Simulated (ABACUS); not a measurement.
Ta3AsAu2O13:

```
Ta As Au O
1.0
     5.45204    0.00000    0.00000
    -2.72602    4.72161    0.00000
     0.00000    0.00000    9.57902
Ta As Au O
3 1 2 13
Cartesian
  0.0000 0.0000 1.8591
  0.0000 0.0000 7.7199
  2.7260 1.5739 0.0000
  0.0000 0.0000 4.7895
  0.0000 3.1478 2.6273
  0.0000 3.1478 6.9517
  0.0000 0.0000 0.0000
  -1.3422 4.5861 3.4870
  -0.5745 1.2662 3.4870
  1.9167 3.5909 3.4870
  -1.3422 4.5861 6.0921
  -0.5745 1.2662 6.0921
  1.9167 3.5909 6.0921
  1.1852 1.5782 8.2230
  3.4927 0.2373 8.2230
  3.5002 2.9061 8.2230
  1.1852 1.5782 1.3560
  3.4927 0.2373 1.3560
  3.5002 2.9061 1.3560
```

The cell was built by a generator and needn't be a form met in nature.

Base run:

- Program: ABACUS 3.10.1
- Functional: SOGGA
- Potentials or basis: PseudoDojo NC SR 0.4.1 PBE standard
- Cutoff: 1361 eV
- Density cutoff: 5442 eV
- Basis: DZP LCAO (the cutoffs set its grid)
- k mesh: 6 × 6 × 3
- Occupations: fermi-dirac, width 0.05 eV
- Spin: no spin polarisation

Its results: band gap on the k mesh none (metal or under the smearing width); pressure -4.8 GPa; largest force 0.432 eV/Å.

Question: The run is repeated on the same cell with these changes: functional from SOGGA to RPBE. What comes out?

Answer: Band gap on the k mesh none (metal or under the smearing width); pressure 5.2 GPa; largest force 0.502 eV/Å.

RPBE binds less tightly than SOGGA, so the same cell stands under more pressure.

Caveats: the atomic orbitals were generated for these runs and aren't a published set; the potentials were made for another functional, which shifts forces and pressure; the basis of atomic orbitals isn't converged, which shifts pressures, moduli and gaps.

Not every run made on this cell is shown here.
